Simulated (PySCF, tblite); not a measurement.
# C4BF2O−: excited states, first hyperpolarisability

Aim: compute the excited states, first hyperpolarisability of C4BF2O− (`[O-]C#CC#CB(F)F`).

Programs: tblite 0.8.0 and PySCF 2.14.0, with routines of our own; each step states its level. All values are computed. Atoms count from 0.

## Step 1: The starting structure

8 atoms, charge -1, multiplicity 1; geometry from: force field or distance geometry start.

## Step 2: Relaxing the molecule with GFN2-xTB

What the job is given:

```
{"job": {"kind": "relax", "xc": "GFN2-xTB", "basis": "xTB"}, "charge": -1, "multiplicity": 1}
O      4.246600     0.868100     0.367900
C      2.899500     0.608100     0.240700
C      1.736200     0.363800     0.149200
C      0.347300     0.098400     0.014900
C     -0.830300    -0.146900    -0.073600
B     -2.332000    -0.446200    -0.216700
F     -2.765700    -1.758700    -0.617900
F     -3.292500     0.578300     0.110900
```

Launch:

```bash
$ OMP_NUM_THREADS=1 python excited_run.py task.json out
```

One launch serves the whole session: the jobs run in the order shown.

Standard output:

```text
step      E/eV     max force
  0    -639.81405   11.353
  1    -638.89016   19.658
  2    -640.90150    4.144
  3    -641.08712    4.036
  4    -641.25534    3.361
  5    -641.34164    2.238
  6    -641.37761    0.294
  7    -641.37945    0.082
  8    -641.37973    0.059
  9    -641.37995    0.047
 10    -641.38010    0.042
 11    -641.38024    0.025
 12    -641.38027    0.009
```

Wall time 0.06 s (1 thread of Arm Neoverse V1, shared host).

Along the way: (the energy doesn't fall at every step)

| step | energy from step 0 (eV) | largest force (eV/Å) |
| --- | --- | --- |
| 0 | 0.0000 | 11.3526 |
| 1 | 0.9239 | 19.6581 |
| 2 | -1.0875 | 4.1439 |
| 3 | -1.2731 | 4.0364 |
| 4 | -1.4413 | 3.3608 |
| 5 | -1.5276 | 2.2375 |
| 6 | -1.5636 | 0.2936 |
| 7 | -1.5654 | 0.0825 |
| 8 | -1.5657 | 0.0592 |
| 9 | -1.5659 | 0.0467 |
| 10 | -1.5661 | 0.0422 |
| 11 | -1.5662 | 0.0253 |
| 12 | -1.5662 | 0.0094 |

Close pairs (by a distance rule), those that changed most:

| bond | before (Å) | after (Å) | change (Å) |
| --- | --- | --- | --- |
| O0–C1 | 1.378 | 1.205 | -0.173 |
| C2–C3 | 1.420 | 1.316 | -0.104 |
| C4–B5 | 1.538 | 1.454 | -0.084 |
| B5–F7 | 1.442 | 1.364 | -0.078 |
| B5–F6 | 1.439 | 1.364 | -0.075 |
| C1–C2 | 1.192 | 1.241 | +0.049 |
| C3–C4 | 1.206 | 1.239 | +0.033 |

The final coordinates are the input of the step that follows.

## Step 3: Harmonic vibrations with GFN2-xTB

What the job is given:

```
{"job": {"kind": "ir", "xc": "GFN2-xTB", "basis": "xTB"}, "charge": -1, "multiplicity": 1}
O      4.074065     0.836847     0.349762
C      2.896564     0.602173     0.245848
C      1.684595     0.358753     0.138701
C      0.398584     0.102488     0.025999
C     -0.811531    -0.141582    -0.079242
B     -2.232663    -0.428127    -0.193818
F     -2.764319    -1.623346    -0.580346
F     -3.236239     0.457687     0.068529
```

Standard output:

```text
mode    cm-1     km/mol
  1      50.5      0.41
  2      68.7      1.34
  3     122.5      0.16
  4     184.1      0.19
  5     289.2     27.66
  6     335.7      5.81
  7     357.9     30.00
  8     406.3     15.86
  9     413.5      5.98
 10     444.3      2.75
 11     490.7    114.27
 12     559.1      2.33
 13     879.0    504.04
 14    1032.2    403.15
 15    1300.5    519.56
 16    1616.9    832.95
 17    2201.7    684.42
 18    2369.2   3118.75
```

Run time: 0.15 s. Hardware: 1 thread of Arm Neoverse V1, shared host.

The strongest bands and the atoms that carry them (share of the mass-weighted mode):

| cm⁻¹ | km/mol | atoms |
| --- | --- | --- |
| 358 | 30.0 | C3 37 %, C1 23 %, C2 22 %, C4 12 % |
| 491 | 114.3 | B5 80 % |
| 879 | 504.0 | C4 22 %, O0 21 %, C3 17 %, F7 13 % |
| 1032 | 403.1 | B5 73 %, F6 14 %, F7 14 % |
| 1300 | 519.6 | B5 58 %, O0 12 %, C3 12 %, C2 11 % |
| 1617 | 833.0 | C2 33 %, C4 21 %, O0 21 %, C1 13 % |
| 2202 | 684.4 | C3 51 %, C4 41 % |
| 2369 | 3118.8 | C1 55 %, C2 36 % |

## Step 4: Excited states: TDA CAM-B3LYP/def2-SVPD

The job, as its differences from that of step 3:

```diff
@@ -1,2 +1,2 @@
-{"job": {"kind": "ir", "xc": "GFN2-xTB", "basis": "xTB"}, "charge": -1, "multiplicity": 1}
+{"job": {"kind": "states", "xc": "CAM-B3LYP", "basis": "def2-SVPD", "tda": true, "soc": true, "nstates": 5, "ntriplets": 4, "nquad": 4}, "charge": -1, "multiplicity": 1}
 O      4.074065     0.836847     0.349762
```

Level: TDA CAM-B3LYP/def2-SVPD excited states, vertical, gas phase, spin-orbit mean-field couplings.

Standard output:

```text
coarse grid: 8688 points
cycle   1  E = -451.5791810394  dE =  1.329e+00  |g| = 9.045e-01  |ddm| = 7.221e+01
cycle   2  E = -451.4271209728  dE =  1.521e-01  |g| = 1.330e+00  |ddm| = 5.554e+00
cycle   3  E = -451.7266443169  dE = -2.995e-01  |g| = 2.394e-01  |ddm| = 3.761e+00
cycle   4  E = -451.7389892567  dE = -1.234e-02  |g| = 6.720e-02  |ddm| = 1.537e+00
cycle   5  E = -451.7399734606  dE = -9.842e-04  |g| = 2.228e-02  |ddm| = 4.090e-01
cycle   6  E = -451.7401098406  dE = -1.364e-04  |g| = 5.892e-03  |ddm| = 2.210e-01
cycle   7  E = -451.7401227756  dE = -1.294e-05  |g| = 2.860e-03  |ddm| = 4.334e-02
cycle   8  E = -451.7401266010  dE = -3.825e-06  |g| = 8.631e-04  |ddm| = 1.827e-02
final grid: 90456 points
cycle   9  E = -451.8162933248  dE = -3.631e-05  |g| = 2.827e-03  |ddm| = 9.633e-01
cycle  10  E = -451.8162938762  dE = -5.514e-07  |g| = 3.030e-03  |ddm| = 6.735e-02
cycle  11  E = -451.8162954764  dE = -1.600e-06  |g| = 6.418e-04  |ddm| = 9.644e-03
cycle  12  E = -451.8162956006  dE = -1.242e-07  |g| = 5.087e-04  |ddm| = 3.949e-03
cycle  13  E = -451.8162956912  dE = -9.066e-08  |g| = 1.373e-04  |ddm| = 2.012e-03
cycle  14  E = -451.8162957132  dE = -2.198e-08  |g| = 6.377e-05  |ddm| = 5.607e-04
cycle  15  E = -451.8162957226  dE = -9.429e-09  |g| = 2.354e-05  |ddm| = 1.130e-03
cycle  16  E = -451.8162957232  dE = -5.249e-10  |g| = 1.874e-05  |ddm| = 3.682e-04
converged SCF energy = -451.8162957232

Singlet excitations
state   eV       nm        f     d(h-e)  d(exc)  Lambda  PR(NTO)  |dmu|/D   mu/D   main configurations
  1   2.9780   416.3   0.00000   0.973   3.329   0.419   1.015    3.148    1.425   H->L 0.97
  2   3.7892   327.2   0.06915   0.646   3.257   0.707   1.936    1.787    2.786   H-1->L 0.59, H->L+3 0.36
  3   4.4062   281.4   0.00000   0.287   3.151   0.462   1.017    0.927    3.646   H-1->L+3 0.94
  4   4.6502   266.6   0.00117   0.791   4.304   0.210   1.023    1.611    2.962   H->L+1 0.61, H->L+2 0.30
  5   4.8780   254.2   0.00271   1.278   4.495   0.223   1.023                     H-1->L+1 0.74, H-1->L+2 0.18

Triplet excitations (Tamm-Dancoff)
state   eV     d(h-e)  d(exc)  Lambda  PR(NTO)   main configurations
  1   2.7897   0.868   3.285   0.419   1.034   H->L 0.96
  2   2.8151   0.627   3.290   0.704   1.052   H-1->L 0.95
  3   3.5503   0.313   2.984   0.702   1.067   H->L+3 0.88
  4   4.1692   0.225   3.124   0.460   1.041   H-1->L+3 0.92
S1 - T1 = 0.1883 eV

Spin-orbit couplings |<S|Hso|T>| (cm-1)
             T1       T2       T3       T4
S0       16.149    0.015    0.002   13.305
S1        0.006   18.094   16.181    0.011
S2       27.377    0.010    0.006   22.008
S3        0.008   12.222   22.036    0.006
S4       12.801    1.958   15.191    0.733
S5        1.197   10.176    0.945   11.908
T1 sublevels (cm-1): 0.000 0.010 1.940   radiative rates (1/s): 0.166 0.00977 411
```

Wall time 20 s (1 thread of Arm Neoverse V1, shared host); peak memory 0.67 GiB.

In short:

| quantity | value |
| --- | --- |
| S1 less T1 | 0.19 eV |

## Step 5: Excited states: TDDFT PBE0/def2-SVPD

The job, as its differences from that of step 4:

```diff
@@ -1,2 +1,2 @@
-{"job": {"kind": "states", "xc": "CAM-B3LYP", "basis": "def2-SVPD", "tda": true, "soc": true, "nstates": 5, "ntriplets": 4, "nquad": 4}, "charge": -1, "multiplicity": 1}
+{"job": {"kind": "states", "xc": "PBE0", "basis": "def2-SVPD", "tpa": true, "nstates": 6, "nquad": 5, "ntriplets": 0}, "charge": -1, "multiplicity": 1}
 O      4.074065     0.836847     0.349762
```

With the program's defaults for keys left out, this is: TDDFT PBE0/def2-SVPD excited states, vertical, gas phase, two-photon moments by quadratic response.

Standard output:

```text
coarse grid: 8688 points
cycle   1  E = -451.2894001089  dE =  1.232e+00  |g| = 8.525e-01  |ddm| = 5.593e+01
cycle   2  E = -451.0354955862  dE =  2.539e-01  |g| = 1.450e+00  |ddm| = 6.077e+00
cycle   3  E = -451.3954991914  dE = -3.600e-01  |g| = 3.754e-01  |ddm| = 3.924e+00
cycle   4  E = -451.4295451195  dE = -3.405e-02  |g| = 9.583e-02  |ddm| = 1.673e+00
cycle   5  E = -451.4314722333  dE = -1.927e-03  |g| = 4.887e-02  |ddm| = 8.135e-01
cycle   6  E = -451.4321312791  dE = -6.590e-04  |g| = 1.853e-02  |ddm| = 1.524e-01
cycle   7  E = -451.4322213275  dE = -9.005e-05  |g| = 5.837e-03  |ddm| = 9.170e-02
cycle   8  E = -451.4322295355  dE = -8.208e-06  |g| = 1.682e-03  |ddm| = 4.962e-02
final grid: 90456 points
cycle   9  E = -451.4985988164  dE = -1.179e-05  |g| = 1.014e-02  |ddm| = 2.311e-01
cycle  10  E = -451.4985035793  dE =  9.524e-05  |g| = 2.262e-02  |ddm| = 9.328e-02
cycle  11  E = -451.4986169650  dE = -1.134e-04  |g| = 3.036e-03  |ddm| = 4.779e-02
cycle  12  E = -451.4986195251  dE = -2.560e-06  |g| = 3.870e-04  |ddm| = 7.860e-03
cycle  13  E = -451.4986195446  dE = -1.953e-08  |g| = 2.350e-04  |ddm| = 4.460e-03
cycle  14  E = -451.4986195586  dE = -1.405e-08  |g| = 7.997e-05  |ddm| = 9.652e-04
cycle  15  E = -451.4986195604  dE = -1.726e-09  |g| = 2.918e-05  |ddm| = 6.442e-04
cycle  16  E = -451.4986195606  dE = -2.192e-10  |g| = 6.556e-06  |ddm| = 1.924e-04
converged SCF energy = -451.4986195606

Singlet excitations
state   eV       nm        f     d(h-e)  d(exc)  Lambda  PR(NTO)  |dmu|/D   mu/D   delta(TPA)   sigma/GM   main configurations
  1   2.9510   420.1   0.00000   1.158   3.482   0.428   1.005    3.056    1.150        0.08      0.000   H->L 0.99
  2   3.7842   327.6   0.07049   0.749   3.363   0.738   1.939    1.805    2.402       88.00      0.462   H-1->L 0.65, H->L+2 0.34
  3   4.4465   278.8   0.00000   0.330   3.263   0.493   1.020    0.835    3.372        0.52      0.004   H-1->L+2 0.99
  4   4.5447   272.8   0.00377   2.676   5.125   0.200   1.004    8.727    4.520       71.31      0.540   H->L+1 0.92
  5   4.7933   258.7   0.00446   2.702   5.110   0.232   1.005    9.634    5.428       79.66      0.671   H-1->L+1 0.95
  6   5.0128   247.3   0.00416   0.574   4.753   0.267   1.007                                            H->L+3 0.93
```

It took 18 s on 1 thread of Arm Neoverse V1, shared host; peak memory 0.6 GiB.

## Step 6: First hyperpolarisability: quadratic response PBE0/def2-SVPD

The job, as its differences from that of step 5:

```diff
@@ -1,2 +1,2 @@
-{"job": {"kind": "states", "xc": "PBE0", "basis": "def2-SVPD", "tpa": true, "nstates": 6, "nquad": 5, "ntriplets": 0}, "charge": -1, "multiplicity": 1}
+{"job": {"kind": "beta", "xc": "PBE0", "basis": "def2-SVPD", "wavelengths": [1907, 1064]}, "charge": -1, "multiplicity": 1}
 O      4.074065     0.836847     0.349762
```

Level: quadratic response PBE0/def2-SVPD first hyperpolarisability, Taylor convention, gas phase.

Standard output:

```text
coarse grid: 8688 points
cycle   1  E = -451.2894001089  dE =  1.232e+00  |g| = 8.525e-01  |ddm| = 5.593e+01
cycle   2  E = -451.0354955862  dE =  2.539e-01  |g| = 1.450e+00  |ddm| = 6.077e+00
cycle   3  E = -451.3954991914  dE = -3.600e-01  |g| = 3.754e-01  |ddm| = 3.924e+00
cycle   4  E = -451.4295451195  dE = -3.405e-02  |g| = 9.583e-02  |ddm| = 1.673e+00
cycle   5  E = -451.4314722333  dE = -1.927e-03  |g| = 4.887e-02  |ddm| = 8.135e-01
cycle   6  E = -451.4321312791  dE = -6.590e-04  |g| = 1.853e-02  |ddm| = 1.524e-01
cycle   7  E = -451.4322213275  dE = -9.005e-05  |g| = 5.837e-03  |ddm| = 9.170e-02
cycle   8  E = -451.4322295355  dE = -8.208e-06  |g| = 1.682e-03  |ddm| = 4.962e-02
final grid: 90456 points
cycle   9  E = -451.4985988164  dE = -1.179e-05  |g| = 1.014e-02  |ddm| = 2.311e-01
cycle  10  E = -451.4985035793  dE =  9.524e-05  |g| = 2.262e-02  |ddm| = 9.328e-02
cycle  11  E = -451.4986169650  dE = -1.134e-04  |g| = 3.036e-03  |ddm| = 4.779e-02
cycle  12  E = -451.4986195251  dE = -2.560e-06  |g| = 3.870e-04  |ddm| = 7.860e-03
cycle  13  E = -451.4986195446  dE = -1.953e-08  |g| = 2.350e-04  |ddm| = 4.460e-03
cycle  14  E = -451.4986195586  dE = -1.405e-08  |g| = 7.997e-05  |ddm| = 9.652e-04
cycle  15  E = -451.4986195604  dE = -1.726e-09  |g| = 2.918e-05  |ddm| = 6.442e-04
cycle  16  E = -451.4986195606  dE = -2.192e-10  |g| = 6.556e-06  |ddm| = 1.924e-04
converged SCF energy = -451.4986195606

Lowest singlets (eV, f): 2.9510 0.0000  3.7842 0.0705  4.4465 0.0000

First hyperpolarisability (au)
process     nm      |vector|   parallel      HRS      DR
static         -     1026.62    -615.97     404.67   6.015
shg       1907.0     1121.18    -672.71     441.78   6.029
eope      1907.0     1056.46    -633.87          -       -
shg       1064.0     1405.01    -843.01     553.42   6.069
eope      1064.0     1128.44    -677.06          -       -
```

Wall time 15 s (1 thread of Arm Neoverse V1, shared host); peak memory 0.59 GiB.

## Step 7: What came out

```
                                            quantity                                                   value
           strongest single infrared mode (GFN2-xTB)                                  2369 cm⁻¹, 3119 km/mol
                        zero-point energy (GFN2-xTB)                                           18.8 kcal/mol
        S1 less T1 (step 4, TDA CAM-B3LYP/def2-SVPD)                                                 0.19 eV
β vector (step 6, quadratic response PBE0/def2-SVPD)  static 1027, SHG 1907.0 nm 1121, SHG 1064.0 nm 1405 au
```

**Reading.** All 18 modes are real, so the xTB geometry is a minimum. The strongest single mode, at 2369 cm⁻¹, moves mainly C1 and C2. Unscaled tight-binding wavenumbers are off by several per cent, some by more. Its intensities can rank the bands wrongly. The anion's LUMO lies above zero, so it is an unbound level set by the basis, and the orbital gap is no excitation or fundamental gap. For an anion in the gas phase, states above the energy of detachment are held by the basis alone, so excitations and responses hang on it. In step 4, the number of triplets below S1 is 2, and the largest singlet-triplet spin-orbit coupling is S2–T1, 27.38 cm⁻¹. β grows from 1027 au (static) to 1405 au for doubling at 1064.0 nm: normal dispersion, which grows as twice the photon energy moves toward the bright states.
